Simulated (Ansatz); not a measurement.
# C₅H₅ClF₂OZr: vertical ionisation energy

One table from this session's results is given with a row withheld; the runs are named, their logs left out.

Method: unrestricted cation, the program's frozen cores in correlated methods; program: Ansatz 0.2.0, Gaussian basis.

Plan: UKS PBE-D4/def2-TZVPP; UKS r2SCAN-D4/def2-TZVPP; UKS PBE0-D4/def2-TZVPP; UKS B3LYP-D4/def2-TZVPP; UKS wB97X-V/def2-TZVPP; UKS wB97M-V/def2-TZVPP; UKS B2PLYP/def2-TZVPP; UHF-CCSD(T)/def2-TZVPP; UHF-MP2/def2-QZVPP; extrapolation to the limit; then −ε(HOMO) from the neutral's earlier runs with LDA (SPW92), PBE-D4, revPBE-D4, BLYP-D4, r2SCAN-D4, B97M-V, PBE0-D4, B3LYP-D4, r2SCANh-D4, r2SCAN0-D4, HSE06-D4, BHLYP-D4, CAM-B3LYP-D4, LC-ωPBE, ωB97X-V, ωB97M-V.

## Structure used throughout

The geometry comes from an earlier relaxation with PBE0-D4 in a triple-zeta def2 set; it is a stationary point, not always the lowest conformer. Zr takes the def2 core potential; no spin-orbit term is included.

SMILES `[OH][Zr]1234([F])([Cl])[C@@H]5[C@H]1[C@H]2[C@@]3(F)[C@@H]54`, 15 atoms, charge 0, spin multiplicity 1.

Atoms are counted from 1 here; the program's logs count them from 0.

Bond lengths: O1–Zr2 1.918 Å, O1–H11 0.957 Å, Zr2–F3 1.916 Å, Zr2–Cl4 2.380 Å, Zr2–C5 2.497 Å, Zr2–C6 2.491 Å, Zr2–C7 2.517 Å, Zr2–C8 2.557 Å, Zr2–C10 2.537 Å, C5–C6 1.406 Å, C5–C10 1.419 Å, C5–H12 1.079 Å, C6–C7 1.417 Å, C6–H13 1.080 Å, C7–C8 1.405 Å, C7–H14 1.080 Å, C8–F9 1.328 Å, C8–C10 1.401 Å and more. Angles: Zr2–O1–H11 143.5°, O1–Zr2–F3 106.9°, O1–Zr2–Cl4 107.5°, O1–Zr2–C5 130.1°, O1–Zr2–C6 129.5°, O1–Zr2–C7 96.9°, O1–Zr2–C8 80.5°, O1–Zr2–C10 97.8°, F3–Zr2–Cl4 107.6°, F3–Zr2–C5 113.3°, F3–Zr2–C6 86.6°, F3–Zr2–C7 92.3°, F3–Zr2–C8 123.5°, F3–Zr2–C10 140.8°, Cl4–Zr2–C5 87.5°, Cl4–Zr2–C6 114.3°, Cl4–Zr2–C7 141.7°, Cl4–Zr2–C8 123.6° and more.

As a file:

```
O    -0.46296   -2.40031    0.50923
Zr   -0.71684   -0.89333   -0.64964
F    -0.11866   -1.42188   -2.39122
Cl   -3.05743   -0.48286   -0.78562
C    -0.42485    1.54585   -0.20192
C     0.69839    1.13603   -0.94122
C     1.46448    0.25420   -0.13867
C     0.80920    0.17555    1.10158
F     1.22719   -0.54836    2.13398
C    -0.36923    0.93229    1.07671
H    -0.05435   -2.68068    1.32752
H    -1.21188    2.19964   -0.54541
H     0.92704    1.41065   -1.96011
H     2.37791   -0.25246   -0.41183
H    -1.08802    1.02568    1.87661
```

Set-up of the first run:

File in.yaml:

```yaml
crystal:
  periodic: [false, false, false]
  atoms:
    - {symbol: O, position_ang: [-0.462958, -2.400308, 0.509230]}
    - {symbol: Zr, position_ang: [-0.716843, -0.893334, -0.649644]}
    - {symbol: F, position_ang: [-0.118664, -1.421880, -2.391223]}
    - {symbol: Cl, position_ang: [-3.057434, -0.482857, -0.785620]}
    - {symbol: C, position_ang: [-0.424848, 1.545852, -0.201918]}
    - {symbol: C, position_ang: [0.698386, 1.136032, -0.941222]}
    - {symbol: C, position_ang: [1.464481, 0.254197, -0.138666]}
    - {symbol: C, position_ang: [0.809196, 0.175554, 1.101584]}
    - {symbol: F, position_ang: [1.227193, -0.548361, 2.133980]}
    - {symbol: C, position_ang: [-0.369226, 0.932290, 1.076705]}
    - {symbol: H, position_ang: [-0.054353, -2.680681, 1.327519]}
    - {symbol: H, position_ang: [-1.211875, 2.199643, -0.545411]}
    - {symbol: H, position_ang: [0.927041, 1.410651, -1.960107]}
    - {symbol: H, position_ang: [2.377913, -0.252457, -0.411831]}
    - {symbol: H, position_ang: [-1.088019, 1.025680, 1.876614]}
basis:
  gaussian: {orbitals: def2-TZVPP}
total_charge: 1
magnetization: {spin_polarized: true, initial_magnetization: 1}
hamiltonian: {xc: pbe, dispersion: d4}
```

Among the steps run: Cation, UKS PBE-D4/def2-TZVPP; Cation, UKS r2SCAN-D4/def2-TZVPP; Cation, UKS PBE0-D4/def2-TZVPP; Cation, UKS B3LYP-D4/def2-TZVPP; Cation, UKS wB97X-V/def2-TZVPP; Cation, UKS wB97M-V/def2-TZVPP; Cation, UKS B2PLYP (frozen core)/def2-TZVPP; Cation, UHF-CCSD(T)/def2-TZVPP; Cation, UHF-MP2/def2-QZVPP.

One of the session's tables, all rows but one given; the rest of the session is left out.

For comparison, −ε(HOMO) of the neutral from earlier runs:

| functional | −ε(HOMO) (eV) |
| --- | --- |
| LDA (SPW92) | 6.78 |
| PBE-D4 | 6.57 |
| revPBE-D4 | 6.49 |
| BLYP-D4 | 6.39 |
| r2SCAN-D4 | 6.78 |
| B97M-V | 6.82 |
| PBE0-D4 | 7.71 |
| B3LYP-D4 | 7.48 |
| r2SCANh-D4 | 7.21 |
| r2SCAN0-D4 | ? |
| HSE06-D4 | 7.32 |
| BHLYP-D4 | 8.67 |
| CAM-B3LYP-D4 | 8.95 |
| LC-ωPBE | 10.24 |
| ωB97X-V | 9.89 |
| ωB97M-V | 9.80 |

Q: Estimate the row for r2SCAN0-D4 from the others.

Worked estimate for «−ε(HOMO) (eV)». Against the share of exact exchange, r2SCAN-D4 (0, 6.78), r2SCANh-D4 (0.1, 7.21) give a slope of 4.30 per unit share; at 0.25 the line stands at 7.85.

The run gave: −ε(HOMO) (eV): 7.86. In «−ε(HOMO) (eV)» the line misses by -0.01.
